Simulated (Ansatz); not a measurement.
**CdClH2N: basis-set convergence**

An exercise on one series of results from a longer session: the logs are not shown, and one member is left open.

Computed with Ansatz 0.2.0, Gaussian basis. Level: one geometry, several basis sets.

Plan: PBE0-D4/def2-SVP; ωB97M-V/def2-SVP; PBE0-D4/def2-QZVPP; ωB97M-V/def2-QZVPP; the functionals' def2-TZVPP values are taken from earlier runs.

### The relaxed structure

An earlier PBE0-D4 in a triple-zeta def2 set relaxation fixed the geometry. Cd takes the def2 core potential; no spin-orbit term is included.

SMILES `[NH2][Cd][Cl]`, 5 atoms, charge 0, spin multiplicity 1.

Atoms are counted from 1 here; the program's logs count them from 0.

Bond lengths: N1–Cd2 2.008 Å, N1–H4 1.014 Å, N1–H5 1.014 Å, Cd2–Cl3 2.274 Å. Angles: Cd2–N1–H4 111.4°, Cd2–N1–H5 111.4°, H4–N1–H5 106.2°, N1–Cd2–Cl3 175.1°.

The first run:

Contents of in.yaml:

```yaml
crystal:
  periodic: [false, false, false]
  atoms:
    - {symbol: N, position_ang: [-0.339447, 0.982697, -0.376961]}
    - {symbol: Cd, position_ang: [0.540811, -0.726950, 0.199870]}
    - {symbol: Cl, position_ang: [1.704396, -2.590252, 0.788717]}
    - {symbol: H, position_ang: [-1.071103, 0.809972, -1.057668]}
    - {symbol: H, position_ang: [-0.784757, 1.450833, 0.404741]}
basis:
  gaussian: {orbitals: def2-SVP}
hamiltonian: {xc: pbe0, dispersion: d4}
output: {orbitals: {seedname: orbitals}}
```

Started as:

```sh
$ ansatz run in.yaml --threads 2 --pin off --events-out ev --progress --plain --max-ram 20480MiB --backend cpu
```

Among the steps run: PBE0-D4 in def2-SVP; ωB97M-V in def2-SVP; PBE0-D4 in def2-QZVPP; ωB97M-V in def2-QZVPP.

One of the session's tables, all rows but one given; the rest of the session is left out.

It belongs to the step «Functionals by basis». 

| functional | basis | HOMO (eV) |
| --- | --- | --- |
| PBE0-D4 | def2-SVP | ? |
| PBE0-D4 | def2-TZVPP | -7.39 |
| PBE0-D4 | def2-QZVPP | -7.45 |
| ωB97M-V | def2-SVP | -9.36 |
| ωB97M-V | def2-TZVPP | -9.70 |
| ωB97M-V | def2-QZVPP | -9.77 |

**Question.** Estimate the row for PBE0-D4, def2-SVP.

**Answer.** HOMO (eV): -7.09. In the column «HOMO (eV)» it is the highest.
